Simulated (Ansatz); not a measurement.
# CH3BFNO: one species, many methods

Aim: compute CH3BFNO with functionals from several rungs and with coupled cluster, and see how far each lands from CCSD(T) at the basis-set limit for the atomisation energy.

Computed with Ansatz 0.2.0, Gaussian basis. Level: functionals in def2-TZVPP, the program's frozen cores in correlated methods.

The runs, in order: LDA (SPW92), PBE-D4, revPBE-D4, BLYP-D4, r2SCAN-D4, B97M-V, PBE0-D4, B3LYP-D4, r2SCANh-D4, r2SCAN0-D4, HSE06-D4, BHLYP-D4, CAM-B3LYP-D4, LC-ωPBE, ωB97X-V, ωB97M-V, B2PLYP, PBE-QIDH; CCSD(T)/def2-SVP; CCSD(T)/def2-TZVPP; MP2/def2-QZVPP; extrapolation to the limit; RPA on PBE.

**1. Structure used throughout**

All runs share one geometry, relaxed beforehand with PBE0-D4 in a triple-zeta def2 set.

SMILES `NC1(F)BO1`, 8 atoms, charge 0, spin multiplicity 1.

Atoms are counted from 1 here; the program's logs count them from 0.

Bond lengths: N1–C2 1.387 Å, N1–H6 1.009 Å, N1–H7 1.013 Å, C2–F3 1.372 Å, C2–B4 1.510 Å, C2–O5 1.462 Å, B4–O5 1.335 Å, B4–H8 1.182 Å. Angles: C2–N1–H6 112.2°, C2–N1–H7 112.6°, H6–N1–H7 110.3°, N1–C2–F3 113.8°, N1–C2–B4 127.1°, N1–C2–O5 115.3°, F3–C2–B4 118.6°, F3–C2–O5 108.3°, B4–C2–O5 53.3°, C2–B4–O5 61.5°, C2–B4–H8 160.7°, O5–B4–H8 137.7°, C2–O5–B4 65.2°.

**2. LDA**

This LDA is Slater exchange with PW92 correlation.

Contents of in.yaml:

```yaml
crystal:
  periodic: [false, false, false]
  atoms:
    - {symbol: N, position_ang: [-0.430979, 1.148428, 0.184566]}
    - {symbol: C, position_ang: [0.054091, -0.061219, -0.289630]}
    - {symbol: F, position_ang: [0.122120, -0.132661, -1.658333]}
    - {symbol: B, position_ang: [0.337562, -1.307218, 0.515117]}
    - {symbol: O, position_ang: [1.346918, -0.472953, 0.255331]}
    - {symbol: H, position_ang: [-1.439473, 1.170071, 0.211366]}
    - {symbol: H, position_ang: [-0.075323, 1.941583, -0.336157]}
    - {symbol: H, position_ang: [0.177185, -2.343131, 1.061940]}
basis:
  gaussian: {orbitals: def2-TZVPP}
hamiltonian: {xc: lda}
output: {orbitals: {seedname: orbitals}}
```

After this run come: PBE-D4 (GGA); revPBE-D4 (GGA); BLYP-D4 (GGA); r2SCAN-D4 (meta-GGA); B97M-V (meta-GGA); PBE0-D4 (hybrid); B3LYP-D4 (hybrid); r2SCANh-D4 (hybrid); r2SCAN0-D4 (hybrid); HSE06-D4 (hybrid); BHLYP-D4 (hybrid); CAM-B3LYP-D4 (range-separated); LC-ωPBE (range-separated); ωB97X-V (range-separated); ωB97M-V (range-separated); B2PLYP (double hybrid); PBE-QIDH (double hybrid); CCSD(T) in def2-SVP; CCSD(T) in def2-TZVPP; MP2 in def2-QZVPP; RPA on PBE orbitals.

Q: Predict the results of all the runs planned. Wanted: atomisation energy, CCSD(T)/CBS; farthest beyond LDA; mean size of error, GGA; mean size of error, meta-GGA; mean size of error, hybrid; mean size of error, range-separated; mean size of error, double hybrid; gap, smallest and largest; T1 diagnostic.

**Answer**, as computed:

| quantity | value |
| --- | --- |
| atomisation energy, CCSD(T)/CBS | 32.630 eV |
| functionals within 0.163 eV (0.5 %) | r2SCANh-D4, B2PLYP, PBE-QIDH |
| farthest beyond LDA | PBE-D4 (+1.674 eV) |
| mean size of error, GGA | 0.904 eV |
| mean size of error, meta-GGA | 0.306 eV |
| mean size of error, hybrid | 0.532 eV |
| mean size of error, range-separated | 0.437 eV |
| mean size of error, double hybrid | 0.112 eV |
| gap, smallest and largest | 4.74 eV (LDA (SPW92)), 12.56 eV (LC-ωPBE) |
| T1 diagnostic | 0.0148 |
| triples share of the correlation energy | 3.8 % |

What this shows: The LDA atomisation energy is off by 6.602 eV (20 %): it overbinds. PBE-D4 is off by +1.674 eV. Double hybrids carry the basis error of their MP2 part in triple zeta, and no dispersion term here, so their miss is partly the set-up's. Taken by rung, double hybrid functionals do best (0.112 eV on average) and GGA ones worst beyond LDA (0.904 eV). The reference freezes the cores and leaves out relativity and excitations past (T), so misses under about 0.163 eV can't be ranked. Hartree-Fock recovers 67 % of the binding; the rest is correlation. CCSD(T) in def2-SVP is off by -1.816 eV, more than most functionals: a good method in a small basis is no reference. The gap grows from 4.7 to 12.6 eV across the functionals, mostly with the share of exact exchange.
